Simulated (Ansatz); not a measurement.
## Cd2S under changes of volume

One of the cells (26.333 Å³/atom); the others are scaled copies at fixed shape and fractional positions:

```
Cd S
1.0
     3.96267    0.00000    0.00000
    -1.98134    3.43177    0.00000
     0.00000    0.00000    5.80919
Cd S
2 1
Direct
  0.33333 0.66667 0.93272
  0.66667 0.33333 0.57873
  0.33333 0.66667 0.36571
```

The cell comes from a database or a generator and needn't be the stable form of this composition.

```yaml
Program: Ansatz 0.2.0
Functional: LDA
Potentials_or_basis: Ansatz PAW
Cutoff: "420 eV (not typed: the program's choice for these potentials)"
k_mesh: 8 × 8 × 5
Occupations: fermi-dirac, width 0.05 eV
Spin: no spin polarisation
```

```csv
volume (Å³/atom),energy over the lowest point (meV/atom),pressure (GPa),gap on the mesh (eV),largest force (eV/Å)
24.753,0.00,-2.5,0.21,0.129
25.280,9.60,-3.4,0.22,0.092
25.806,22.03,-4.2,0.23,0.128
26.333,36.94,-4.9,0.25,0.169
26.860,54.03,-5.5,0.26,0.239
27.386,73.03,-6.0,0.28,0.305
27.913,?,?,?,?
```

Task: What does the run at 27.913 Å³/atom give?

Result: Energy over the lowest point 93.68 meV/atom; pressure -6.5 GPa; gap on the mesh 0.30 eV; largest force 0.366 eV/Å.

Worked out: A Birch-Murnaghan fit of order 3 (a polynomial in V^(-2/3)) to the other rows has no minimum within the range. It gives 93.74 meV/atom at 27.913 Å³/atom, against the run's 93.68, and -dE/dV = -6.5 GPa, against -6.5. A straight line through the other rows of the gap, of slope 0.691 eV per unit of ln V, extrapolates to 0.29 eV, against the run's 0.30.

Energies are extrapolated to zero smearing.

Caveats: odd divisions of the mesh miss points on the zone boundary, where band edges often lie, so the gap on the mesh can be too wide; the PAW data sets come from PBE, with cores solved anew for the run's functional, which leaves a small shift of forces and pressure.

A mesh can miss the band edges. Spin-orbit coupling on Cd is left out.
